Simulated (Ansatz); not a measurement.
# MnIr: the cost of one run

Program: Ansatz 0.2.0. Level of theory: DFT PBEsol, with the methods named in each step. These are calculated values, not measurements.

## (1) The system as given

It takes space group P4/mmm (No. 123, tetragonal). The conventional cell has a = 2.726 Å, b = 2.726 Å, c = 3.643 Å, α = 90.00°, β = 90.00°, γ = 90.00°. Mn (site symmetry 4/mmm) is surrounded by 8 Ir at 2.65 Å and 4 Mn at 2.73 Å. Ir (site symmetry 4/mmm) has 8 Mn at 2.65 Å and 4 Ir at 2.73 Å as nearest neighbours.

Coordinates:

```cif
data_structure
_symmetry_space_group_name_H-M 'P4/mmm'
_symmetry_Int_Tables_number 123
_cell_length_a 2.7259
_cell_length_b 2.7259
_cell_length_c 3.6430
_cell_angle_alpha 90.000
_cell_angle_beta 90.000
_cell_angle_gamma 90.000
_cell_volume 27.07
loop_
_atom_site_label
_atom_site_type_symbol
_atom_site_symmetry_multiplicity
_atom_site_Wyckoff_symbol
_atom_site_fract_x
_atom_site_fract_y
_atom_site_fract_z
_atom_site_occupancy
Mn1 Mn 1 d 0.50000 0.50000 0.50000 1
Ir1 Ir 1 a 0.00000 0.00000 0.00000 1
```

The file gives the conventional cell by its symmetry; the runs use the cell typed in the input.

Atoms are numbered in the order of the input: Mn1, Ir2.

## (2) Free moments, LAPW

input.yaml

```yaml
crystal:
  lattice:
    - [2.7258966415, 0.0, 0.0]
    - [0.0, 2.7258966415, 0.0]
    - [0.0, 0.0, 3.643]
  atoms:
    - { symbol: Mn, position: [0.5, 0.5, 0.5], spin: 4.0 }
    - { symbol: Ir, position: [0.0, 0.0, 0.0] }
magnetization:
  spin_polarized: true
kpoints:
  mp_grid: { grid: [14, 14, 11] }
scf:
  occupations: { method: fermi_dirac, width: 0.03 }
  lower_state_search: "off"
hamiltonian:
  xc: pbesol
  pseudopotentials: { kind: all_electron, lapw: { basis_error: 0.001 } }
output:
  forces: true
  stress: true
  eigenvalues: false
  populations: true
```

On the command line:

```console
> ansatz run input.yaml --threads 1 --pin off --max-ram 3072MiB --backend cpu --events-out ev --progress --plain --runs-dir out
```

**Question.** How long does this run take on 1 thread of Arm Neoverse V1, shared host, and how much memory does it need?

About 5.7 min, with a peak of 1.2 GiB.
